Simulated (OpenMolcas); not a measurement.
# Rh⁴⁺ among point charges: CASSCF and CASPT2 levels and susceptibility

How does a field of 6 point charges split the states of Rh⁴⁺, and what χT follows?

Program: OpenMolcas 26.06. Level of theory: state-averaged CASSCF and CASPT2, spin-orbit coupling by RASSI with atomic mean-field integrals. These are calculated values, not measurements, unless marked.

## 1. The atom as given

```
Species                           : Rh⁴⁺ (rhodium, Z = 45, 41 electrons)
Basis                             : ANO-RCC-VDZP [6s5p3d1f], 43 functions
Scalar Hamiltonian                : DKH2, point nucleus
Inactive shells                   : 1s 2s 2p 3s 3p 3d 4s 4p
Active space                      : 5 electrons in 5 orbitals (4d)
Some configurations of this space : 4d5
Orbitals                          : optimised for each spin and parity, averaged over all roots
```

Outer shells as boxes (Hund's rule):

4d5
```
4d [↑ ][↑ ][↑ ][↑ ][↑ ]
```

The ion sits among 6 point charges of -1.36 e arranged as a trigonal antiprism (D3d), 2.01 Å from the ion, with a polar angle of 48.2° against the regular 54.74°.

Each step is its own input file, run in one work folder so that later steps find the files of earlier ones. Labels, J, g values, rates, χT and fits are worked out afterwards by a script from the matrices that RASSI stores. The input lists half of the charges; inversion (Group=XYZ) makes the rest.

## 2. One- and two-electron integrals

Input file a.inp:

```
&GATEWAY
Coord
1

Rh 0.0 0.0 0.0
Basis=ANO-RCC-VDZP
Group=XYZ
NoMove
AngMom=0.0 0.0 0.0
AMFI
XField
3 Angstrom 0
0.000000 1.497643 1.340584 -1.360000
1.296997 -0.748821 1.340584 -1.360000
1.296997 0.748821 -1.340584 -1.360000
&SEWARD
```

Run with:

```bash
> OMP_NUM_THREADS=1 MOLCAS_MEM=1689 MOLCAS_PROJECT=a pymolcas a.inp > a.log
```

## 3. Reference wave functions, sextets of even parity, 1 root

Input file a.inp:

```
&RASSCF
FileOrb=start.orb
Symmetry=1
Spin=6
nActEl=5 0 0
Inactive=9 9
Ras2=5 0
CIRoot=1 1 1
SDav=1
CIMx=300
Iter=120 100
PrWF=0.3
OrbListing=Nothing
MaxOrb=0
>>> COPY $Project.JobIph JOB001
```

start.orb holds the contracted functions of the basis, ordered by shell, or the orbitals of the step before.

## 4. Reference wave functions, quartets of even parity, 24 roots

Input file a.inp:

```
&RASSCF
FileOrb=start.orb
Symmetry=1
Spin=4
nActEl=5 0 0
Inactive=9 9
Ras2=5 0
CIRoot=24 24 1
SDav=24
CIMx=300
Iter=120 100
PrWF=0.3
OrbListing=Nothing
MaxOrb=0
>>> COPY $Project.JobIph JOB002
```

## 5. CASSCF: doublets of even parity, 75 roots

Input file a.inp:

```
&RASSCF
FileOrb=start.orb
Symmetry=1
Spin=2
nActEl=5 0 0
Inactive=9 9
Ras2=5 0
CIRoot=75 75 1
SDav=75
CIMx=300
Iter=120 100
PrWF=0.3
OrbListing=Nothing
MaxOrb=0
>>> COPY $Project.JobIph JOB003
```

## 6. State interaction with spin-orbit coupling

Input file a.inp:

```
&RASSI
NrOfJobIphs=3 1 24 75
1
1 2 3 4 5 6 7 8 9 10 11 12 13 14 15 16 17 18 19 20 21 22 23 24
1 2 3 4 5 6 7 8 9 10 11 12 13 14 15 16 17 18 19 20 21 22 23 24 25 26 27
28 29 30 31 32 33 34 35 36 37 38 39 40 41 42 43 44 45 46 47 48 49 50 51
52 53 54 55 56 57 58 59 60 61 62 63 64 65 66 67 68 69 70 71 72 73 74 75
IphNames
JOB001
JOB002
JOB003
EJob
SpinOrbit
DIPRint=1.0
SOCoupling=1000.0
Subsets=2
Property=9
'ANGMOM' 1 'ANGMOM' 2 'ANGMOM' 3 'MLTPL  1' 1 'MLTPL  1' 2 'MLTPL  1' 3
'AMFI' 1 'AMFI' 2 'AMFI' 3
SOProperty=3
'ANGMOM' 1 'ANGMOM' 2 'ANGMOM' 3
```

## 7. CASPT2: IPEA 0.25, imaginary shift 0.1 (closed shells correlated: 4s 4p)

Input file a.inp:

```
>>> COPY JOB001 $Project.JobIph
&CASPT2
Multistate=1 1
Frozen=8 6
IPEA=0.25
Imaginary=0.1
MaxIter=60
WThr=0.0 0.3 0.05
PrWF=0.5
NoMix
>>> COPY JOB002 $Project.JobIph
&CASPT2
Multistate=24 1 2 3 4 5 6 7 8 9 10 11 12 13 14 15 16 17 18 19 20 21 22
23 24
NoMult
Frozen=8 6
IPEA=0.25
Imaginary=0.1
MaxIter=60
WThr=0.0 0.3 0.05
PrWF=0.5
NoMix
>>> COPY JOB003 $Project.JobIph
&CASPT2
Multistate=75 1 2 3 4 5 6 7 8 9 10 11 12 13 14 15 16 17 18 19 20 21 22
23 24 25 26 27 28 29 30 31 32 33 34 35 36 37 38 39 40 41 42 43 44 45 46
47 48 49 50 51 52 53 54 55 56 57 58 59 60 61 62 63 64 65 66 67 68 69 70
71 72 73 74 75
NoMult
Frozen=8 6
IPEA=0.25
Imaginary=0.1
MaxIter=60
WThr=0.0 0.3 0.05
PrWF=0.5
NoMix
```

(Steps that only read results are left out.)

Before running it: what results should come out? Wanted: spin-free ground state; lowest level; next level.

The runs gave:

```
                 quantity                                                                        value
                   method  SS-CASPT2, IPEA 0.25, imaginary shift 0.1 (closed shells correlated: 4s 4p)
   spin-free ground state                                              6A1, 1-fold in its orbital part
             lowest level                                            2-fold E1/2, g = 0.00, 0.00, 9.98
               next level                                                                     9.4 cm⁻¹
              χT at 300 K                                                               4.36 cm³ K/mol
effective moment at 300 K                                                                      5.91 μB
```

Cost by method:

```csv
method,time of its own steps,time with the reference
A. CASSCF,24 s,24 s
"B. SS-CASPT2, IPEA 0.25, imaginary shift 0.1, +4s 4p",6.8 s,31 s
```

Times are of one thread on a shared host.

What this shows: The spin-free ground state (6A1) comes to 100 % from free-ion S terms and keeps the highest spin of the shell. χT at 300 K is 4.36, against 4.39 cm³ K/mol for the spin alone, as a half-filled shell (L = 0) has no orbital moment. An active space of the d shell alone favours high spin; real ions in strong fields can be low spin. CASPT2 does not keep the components of a term degenerate, and the means are used. The field of point charges can differ much from that of real complexes. With metal d orbitals alone active, the gaps between spin states are rough; where two lie within a few thousand cm-1, their order is open. This is an electrostatic model: the charges have no orbitals.
